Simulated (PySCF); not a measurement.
# BF4: the cost of one run

Programs: PySCF 2.14.0, with density-fitted response routines of our own. Each step states its level of theory. These are calculated values for one molecule in the gas phase, unless marked as measured. Atoms count from 0, in the outputs and in this text.

**1. The starting structure**

5 atoms, charge -1, multiplicity 1; geometry from: GFN2-xTB.

Bonds of the start (Å): F0–B1 1.39, B1–F2 1.39, B1–F3 1.39, B1–F4 1.39.

**2. Geometry optimisation at PBE0-D3(BJ)/def2-SVP**

Job settings and geometry (Å):

```
{"job": {"xc": "PBE0", "basis": "def2-SVP", "d3": "d3bj", "grid": 1, "kind": "geom"}, "charge": -1, "multiplicity": 1}
F      0.862450     0.557040    -0.936840
B      0.000010    -0.000000    -0.000070
F     -0.829510    -0.923290    -0.625490
F      0.739610    -0.637190     0.989320
F     -0.772550     1.003400     0.572850
```

Q: Estimate the wall time of this first job on 4 threads of Arm Neoverse V1, shared host.

About 2.5 s.
